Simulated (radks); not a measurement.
# I⁵⁺ in [Kr] 4d10 5s2: an all-electron calculation

One table from this session's results is given with a row withheld; the runs are named, their logs left out.

The numbers are computed with radks (a radial shooting solver on a logarithmic mesh, Libxc functionals) version 1 (Dirac Kohn-Sham, LDA (Slater exchange, Perdew-Wang correlation), spin-unpolarised, spherical densities, finite nucleus), except any that are marked as measured or tabulated.

## The system

```
element            : iodine (Z = 53)
charge             : +5
electrons          : 48
configuration      : [Kr] 4d10 5s2
nuclear rms radius : 4.75 fm
```

Outer shells as boxes (Hund's rule):

I⁵⁺
```
[Kr] core
4d [↑↓][↑↓][↑↓][↑↓][↑↓]
5s [↑↓]
```

Set-up of the first run:

The run's settings:

```text
Z 53
configuration [Kr] 4d10 5s2 5p0 6s0
relativity Dirac
functional lda,pw
spin unpolarised
j_filling energy
nucleus finite rms 4.75 fm
c 137.035999084
```

Run with:

```console
$ python run_ks.py task.json out
```

This one command runs every case of the session in turn.

One of the session's tables, all rows but one given; the rest of the session is left out.

It belongs to the step «Radial structure». From the orbitals of this run (lengths in bohr):

| level | <r> | outermost maximum (interpolated) | 90 % within | nodes |
| --- | --- | --- | --- | --- |
| 1s1/2 | 0.02725 | 0.0176 | 0.0490 | 0 |
| 2s1/2 | 0.1168 | 0.0994 | 0.181 | 1 |
| 2p1/2 | 0.09850 | 0.0761 | 0.162 | 0 |
| 2p3/2 | 0.1042 | 0.0809 | 0.169 | 0 |
| 3s1/2 | 0.3142 | 0.286 | 0.462 | 2 |
| 3p1/2 | 0.3043 | 0.272 | 0.458 | 1 |
| 3p3/2 | 0.3159 | 0.283 | 0.474 | 1 |
| 3d3/2 | 0.2866 | 0.230 | 0.451 | 0 |
| 3d5/2 | 0.2902 | 0.233 | 0.456 | 0 |
| 4s1/2 | 0.7388 | 0.680 | 1.07 | 3 |
| 4p1/2 | ? | ? | ? | ? |
| 4p3/2 | 0.7987 | 0.722 | 1.17 | 2 |
| 4d3/2 | 0.9026 | 0.771 | 1.37 | 1 |
| 4d5/2 | 0.9132 | 0.779 | 1.39 | 1 |
| 5s1/2 | 1.737 | 1.60 | 2.47 | 4 |
| 5p1/2 | 1.912 | 1.75 | 2.73 | 3 |
| 5p3/2 | 1.968 | 1.81 | 2.80 | 3 |
| 6s1/2 | 3.355 | 3.30 | 4.68 | 5 |

Q: Estimate the row for 4p1/2 from the others.

As computed: <r>: 0.7705; outermost maximum (interpolated): 0.697; 90 % within: 1.13; nodes: 2. In the column «<r>» it lies between 4s1/2 (0.7388) and 4p3/2 (0.7987).
